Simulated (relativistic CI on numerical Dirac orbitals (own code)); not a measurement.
# Sn⁺: one ion under different settings

Aim: see what numerical and physical settings do to the SCF, the total energy and the lowest levels of Sn⁺.

Method: Dirac-Coulomb-Breit CI, KLI orbitals optimised for each configuration, model QED (radiative potential, 1s self-energy scaled to tabulated hydrogen-like ionisation energies), numerical settings as typed. Code: relativistic CI on numerical Dirac orbitals (own code) version 3.

## Step 1: What is computed

* ion: Sn⁺ (Sn II)
* nuclear charge: 50
* electrons: 49
* isotope: A = 120

## Step 2: Usual settings

Settings of the run:

```ini
atom Sn  Z=50  charge=1  electrons=49
nucleus A=120  rms_radius_fm=4.6519
hamiltonian dirac-coulomb  breit=on  qed=on  c_scale=1
orbitals kli  potential=per-configuration
slater_scale 1
correlation none
mixing on
grid step=0.0125 r_max=100.6
scf mixing=0.4 start=green max_iterations=150 tolerance=2e-08 node_fill=0.05
configurations
  [Kr] 4d10 5s2 5p
end
```

The run is started by

```sh
$ python run_levels.py task.json out
```

task.json lists these runs, among others, and the program works through them in turn.

## Step 3: Nuclear radius 4.1867

Settings: those of step 2 with these lines changed.

```diff
@@ -1,3 +1,3 @@
 atom Sn  Z=50  charge=1  electrons=49
-nucleus A=120  rms_radius_fm=4.6519
+nucleus A=120  rms_radius_fm=4.1867
 hamiltonian dirac-coulomb  breit=on  qed=on  c_scale=1
```

## Step 4: Potential mixing 0.2, Slater scale 0.6

Settings of the run:

```ini
atom Sn  Z=50  charge=1  electrons=49
nucleus A=120  rms_radius_fm=4.6519
hamiltonian dirac-coulomb  breit=on  qed=on  c_scale=1
orbitals kli  potential=per-configuration
slater_scale 0.6
correlation none
mixing on
grid step=0.0125 r_max=100.6
scf mixing=0.2 start=green max_iterations=150 tolerance=2e-08 node_fill=0.05
configurations
  [Kr] 4d10 5s2 5p
end
```

## Step 5: Potential mixing 0.9, node fill 0.5

Settings of the run:

```ini
atom Sn  Z=50  charge=1  electrons=49
nucleus A=120  rms_radius_fm=4.6519
hamiltonian dirac-coulomb  breit=on  qed=on  c_scale=1
orbitals kli  potential=per-configuration
slater_scale 1
correlation none
mixing on
grid step=0.0125 r_max=100.6
scf mixing=0.9 start=green max_iterations=150 tolerance=2e-08 node_fill=0.5
configurations
  [Kr] 4d10 5s2 5p
end
```

## Step 6: Slater scale 1.2, nuclear radius 5.1171

Settings of the run:

```ini
atom Sn  Z=50  charge=1  electrons=49
nucleus A=120  rms_radius_fm=5.1171
hamiltonian dirac-coulomb  breit=on  qed=on  c_scale=1
orbitals kli  potential=per-configuration
slater_scale 1.2
correlation none
mixing on
grid step=0.0125 r_max=100.6
scf mixing=0.4 start=green max_iterations=150 tolerance=2e-08 node_fill=0.05
configurations
  [Kr] 4d10 5s2 5p
end
```

## Step 7: End of the grid 25.15

Settings of the run:

```ini
atom Sn  Z=50  charge=1  electrons=49
nucleus A=120  rms_radius_fm=4.6519
hamiltonian dirac-coulomb  breit=on  qed=on  c_scale=1
orbitals kli  potential=per-configuration
slater_scale 1
correlation none
mixing on
grid step=0.0125 r_max=25.15
scf mixing=0.4 start=green max_iterations=61 tolerance=2e-08 node_fill=0.05
configurations
  [Kr] 4d10 5s2 5p
end
```

(Steps that only read results are left out.)

What does the calculation give? Wanted: lowest level, usual settings; total energy; first excitation.

As calculated:

| setting | total energy less usual (Ha) | largest shift of a level among the lowest eight of both runs, same label and place (cm⁻¹) | SCF iterations | time | lowest level | kind of change |
| --- | --- | --- | --- | --- | --- | --- |
| usual | 0 | 0 | 13 | 0.075 s | 5p 2P°1/2 | - |
| nuclear radius 4.1867 | -0.0282 | 0.0121 | 13 | 0.075 s | 5p 2P°1/2 | unphysical constant |
| potential mixing 0.2, Slater scale 0.6 | 0 | 0 | 13 | 0.077 s | 5p 2P°1/2 | model term |
| potential mixing 0.9, node fill 0.5 | 0.052 | 286 | 11 | 0.071 s | 5p 2P°1/2 | numerical |
| Slater scale 1.2, nuclear radius 5.1171 | 0.0307 | 0.0136 | 13 | 0.075 s | 5p 2P°1/2 | unphysical constant |
| end of the grid 25.15 | 0 | 0 | 13 | 0.073 s | 5p 2P°1/2 | extreme, harmless here |

| quantity | value |
| --- | --- |
| lowest level, usual settings | 5p 2P°1/2 |
| total energy | -6168.5155 Ha |
| first excitation | 4225.9 cm⁻¹ |

In words: Among the runs whose levels can be followed, they move most under «potential mixing 0.9, node fill 0.5» (numerical), by up to 286 cm⁻¹. No visible change in the result comes from «potential mixing 0.2, Slater scale 0.6» or «end of the grid 25.15». Only the listed configurations are in the model. In a near-neutral ion this small CI can misplace whole configurations by 10,000 cm⁻¹ or more.
